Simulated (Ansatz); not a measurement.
**ScCu: stress in a strained cell**

Aim: deform ScCu (equal xx and yy strain of -2 %) and compute stress, forces and field gradients with LAPW, PAW and all-electron datasets made for the crystal.

Computed with Ansatz 0.2.0 (DFT LDA, scalar-relativistic, unless a step's input says otherwise).

## Step 1: The starting structure

It takes space group Pm-3m (No. 221, cubic). The conventional cell has a = 3.256 Å, b = 3.256 Å, c = 3.256 Å, α = 90.00°, β = 90.00°, γ = 90.00°. Sc (site symmetry m-3m) is surrounded by 8 Cu at 2.82 Å. Cu (site symmetry m-3m) has 8 Sc at 2.82 Å as nearest neighbours.

Coordinates:

```
CELL_PARAMETERS angstrom
3.25600 0.00000 0.00000
0.00000 3.25600 0.00000
0.00000 0.00000 3.25600
ATOMIC_POSITIONS crystal
Sc 0.50000 0.50000 0.50000
Cu 0.00000 0.00000 0.00000
```

Atoms are numbered in the order of the input: Sc1, Cu2.

## Step 2: After the deformation

Space group Pm-3m before, P4/mmm after.

## Step 3: LAPW, all electrons

Input file input.yaml:

```yaml
crystal:
  lattice:
    - [3.19088, 0.0, 0.0]
    - [0.0, 3.19088, 0.0]
    - [0.0, 0.0, 3.256]
  atoms:
    - { symbol: Sc, position: [0.5, 0.5, 0.5] }
    - { symbol: Cu, position: [0.0, 0.0, 0.0] }
kpoints:
  mp_grid: { grid: [11, 11, 11] }
  band_path:
    path:
      - [0.0, 0.0, 0.0]
      - [0.0, 0.5, 0.0]
      - [0.5, 0.5, 0.0]
      - [0.0, 0.0, 0.0]
      - [0.0, 0.0, 0.5]
      - [0.0, 0.5, 0.5]
      - [0.5, 0.5, 0.5]
      - [0.0, 0.0, 0.5]
      - [0.0, 0.5, 0.0]
    npoints: 5
scf:
  occupations: { method: fermi_dirac, width: 0.05 }
hamiltonian:
  xc: lda
  pseudopotentials: { kind: all_electron, lapw: { basis_error: 0.0005 } }
output:
  forces: true
  stress: true
  eigenvalues: true
```

Run with:

```sh
$ ansatz run input.yaml --threads 1 --pin off --max-ram 3072MiB --backend cpu --events-out ev --progress --plain --runs-dir out
```

## Step 4: PAW with frozen cores

Input file input.yaml:

```yaml
crystal:
  lattice:
    - [3.19088, 0.0, 0.0]
    - [0.0, 3.19088, 0.0]
    - [0.0, 0.0, 3.256]
  atoms:
    - { symbol: Sc, position: [0.5, 0.5, 0.5] }
    - { symbol: Cu, position: [0.0, 0.0, 0.0] }
kpoints:
  mp_grid: { grid: [11, 11, 11] }
scf:
  occupations: { method: fermi_dirac, width: 0.05 }
hamiltonian:
  xc: lda
  pseudopotentials: { kind: paw }
output:
  forces: true
  stress: true
  eigenvalues: true
  efg: { contact_densities: true }
```

## Step 5: Datasets made for this crystal

Edit input.yaml of step 4 so:

```diff
@@ -14,3 +14,3 @@
   xc: lda
-  pseudopotentials: { kind: paw }
+  pseudopotentials: { kind: all_electron, datasets: crystal }
 output:
```

(Steps that only read results are left out.)

**Question.** What will these runs give? Wanted: pressure; largest shear or deviatoric stress.

**Answer**, as computed:

| quantity | value |
| --- | --- |
| pressure | LAPW -4.31, PAW -4.31, crystal datasets -4.30 GPa |
| largest shear or deviatoric stress (LAPW) | 0.55 GPa |

**Reading.** The largest part of the stress beyond the pressure is 0.55 GPa in size, in the zz component; the atoms are carried along and not relaxed. No run of the undeformed cell stands beside it, so the pressure holds what the given cell had before the change. PAW: stress within 0.01 GPa of LAPW. Crystal datasets: stress within 0.01 GPa of LAPW.
